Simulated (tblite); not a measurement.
# C2H9FO2Si2: the cost of one run

Computed with tblite 0.8.0 and PySCF 2.14.0; each step states its level. No surroundings beyond the atoms listed, unless a continuum is named. Atoms count from 0, parts from 1.

## (1) Starting point

16 atoms, charge 0, multiplicity 1; geometry: distance geometry start.

## (2) Geometry optimisation with GFN2-xTB

What the job is given:

```
{"job": {"kind": "relax", "xc": "GFN2-xTB", "basis": "xTB"}, "charge": 0, "multiplicity": 1}
C      0.248994    -0.565424     0.101553
O      0.831921     0.667040    -0.231845
Si     2.439117     0.914570     0.118909
C     -1.062345    -0.749448    -0.654978
Si    -2.416584     0.473804    -0.295765
O      0.043475    -0.791131     1.474855
F      1.067285    -1.579612    -0.312008
H      2.791441     0.256583     1.420356
H      3.274660     0.369156    -0.943003
H      2.724137     2.368380     0.221312
H     -1.455666    -1.769446    -0.479605
H     -0.832840    -0.704358    -1.757505
H     -3.581203     0.160500    -1.124915
H     -1.971207     1.866607    -0.617792
H     -2.834697     0.390997     1.132473
H      0.760846    -1.383771     1.711475
```

With the program's defaults for keys left out, this is: GFN2-xTB geometry optimisation, gas phase.

Command:

```console
OMP_NUM_THREADS=1 python cluster_run.py task.json out
```

One launch serves the whole session: the jobs run in the order shown.

Q: Estimate the wall time of this first job on 1 thread of Arm Neoverse V2, shared host.

About 3.3 s.
